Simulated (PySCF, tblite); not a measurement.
# B₃H₉N₄OSi, a small molecule taken as a stand-in for a surface group (BN ring, B site): NMR shifts, core binding energies and electronic excitations

What NMR shifts, core binding energies and electronic excitations should one expect for `N[SiH2]OB1NBNBN1`?

Programs: tblite 0.8.0 and PySCF 2.14.0. All values are calculated, for the isolated system unless a continuum is named. Atoms count from 0, parts from 1.

### 1 Starting point

18 atoms, charge 0, multiplicity 1; geometry: distance geometry start.

### 2 Relaxing the cluster with GFN2-xTB

Job settings and geometry (Å):

```
{"job": {"kind": "relax", "xc": "GFN2-xTB", "basis": "xTB"}, "charge": 0, "multiplicity": 1}
N      1.204032     1.468467     0.236936
B      2.418441     1.115250    -0.589688
N      2.854371    -0.336178    -0.668662
B      1.752750    -1.349283    -0.394266
N      0.339397    -0.954472    -0.007685
B      0.056224     0.498333     0.003608
O     -1.073155     1.123675    -0.700789
Si    -2.583080     0.665624    -0.155985
N     -2.823818    -1.031823    -0.315843
H      1.406771     1.658906     1.228564
H      3.069479     1.983696    -1.049632
H      3.689119    -0.488588    -0.026074
H      1.904732    -2.382868    -0.939869
H      0.049338    -1.433695     0.890838
H     -2.827338     1.045048     1.282443
H     -3.598014     1.444116    -0.916897
H     -3.492025    -1.379443    -1.001752
H     -2.328635    -1.702107     0.279889
```

With the program's defaults for keys left out, this is: GFN2-xTB geometry optimisation, gas phase.

On the command line:

```console
$ OMP_NUM_THREADS=1 python cluster_run.py task.json out
```

One launch serves the whole session: the jobs run in the order shown.

**Question.** The jobs that follow are: PBE0-D3(BJ)/def2-SVP geometry optimisation, gas phase; GIAO PBE0/pcSseg-1 NMR shielding, non-relativistic, gas phase; delta-SCF UKS SCAN, pcX-2 on the ionised atom, pcseg-1 elsewhere, spin-free X2C; TDDFT CAM-B3LYP/def2-SVPD, vertical, gas phase, core orbitals frozen in the response. Predict: point group; rotational constants (main isotopes); $^{1}$H shifts against TMS (PBE0/pcSseg-1); $^{15}$N shifts against NH3 (PBE0/pcSseg-1); $^{11}$B shifts against BF3·OEt2 (PBE0/pcSseg-1); $^{17}$O shifts against H2O (PBE0/pcSseg-1); $^{29}$Si shifts against TMS (PBE0/pcSseg-1); N1s binding energies, SCAN/pcX-2 (standing for 2 of 4 atoms); B1s binding energies, SCAN/pcX-2 (standing for 2 of 3 atoms); O1s binding energies, SCAN/pcX-2; lowest singlet (CAM-B3LYP/def2-SVPD); lowest triplet; vertical ionisation energy (ΔSCF).

The runs gave:

```
                                                    quantity                                                     value
                                                 point group                                                        C1
                        rotational constants (main isotopes)                                      3.29, 0.79, 0.65 GHz
                  $^{1}$H shifts against TMS (PBE0/pcSseg-1)  6.55, 5.20, 5.14, 4.92, 4.71, 4.71, 4.68, 1.25, 1.13 ppm
                 $^{15}$N shifts against NH3 (PBE0/pcSseg-1)                             139.7, 130.1, 128.4, 32.0 ppm
            $^{11}$B shifts against BF3·OEt2 (PBE0/pcSseg-1)                                      28.5, 28.1, 22.3 ppm
                 $^{17}$O shifts against H2O (PBE0/pcSseg-1)                                                 114.4 ppm
                $^{29}$Si shifts against TMS (PBE0/pcSseg-1)                                                 -34.6 ppm
N1s binding energies, SCAN/pcX-2 (standing for 2 of 4 atoms)                                   N0 404.23, N4 404.08 eV
B1s binding energies, SCAN/pcX-2 (standing for 2 of 3 atoms)                                   B5 196.51, B1 195.46 eV
                            O1s binding energies, SCAN/pcX-2                                              O6 537.67 eV
                        lowest singlet (CAM-B3LYP/def2-SVPD)                               6.76 eV (183 nm), f = 0.063
                                              lowest triplet                                                   6.36 eV
                           vertical ionisation energy (ΔSCF)                                                   9.61 eV
```

What this shows: The optimisation took 17 steps and gained 0.441 eV; among the close pairs (by a distance rule), O6–Si7 changed most, from 1.600 to 1.662 Å (PBE0/def2-SVP). At PBE0/pcSseg-1: The largest span, 245 ppm, is at N2, where the paramagnetic term is -197 ppm. N0 (nitrogen bonded to 2 B, H) binds its N1s electron 0.15 eV more tightly than N4 (nitrogen bonded to 2 B, H). Only 2 of the 4 N atoms are covered by sound results. B5 (boron bonded to 2 N, O) binds its B1s electron 1.05 eV more tightly than B1 (boron bonded to 2 N, H). Only 2 of the 3 B atoms are covered by sound results. The first singlet state (HOMO−2→LUMO 0.75, HOMO−2→LUMO+1 0.12) lies at 6.76 eV and is bright. The lowest triplet lies 0.39 eV below the lowest singlet (triplets in Tamm-Dancoff, singlets in full TDDFT). ΔSCF puts the ionisation energy at 9.61 eV, 0.67 eV above −ε(HOMO). A capped cluster stands for the solid here, so long-range fields and strain are missing, and bands or shifts of the capping hydrogens have no counterpart in it.
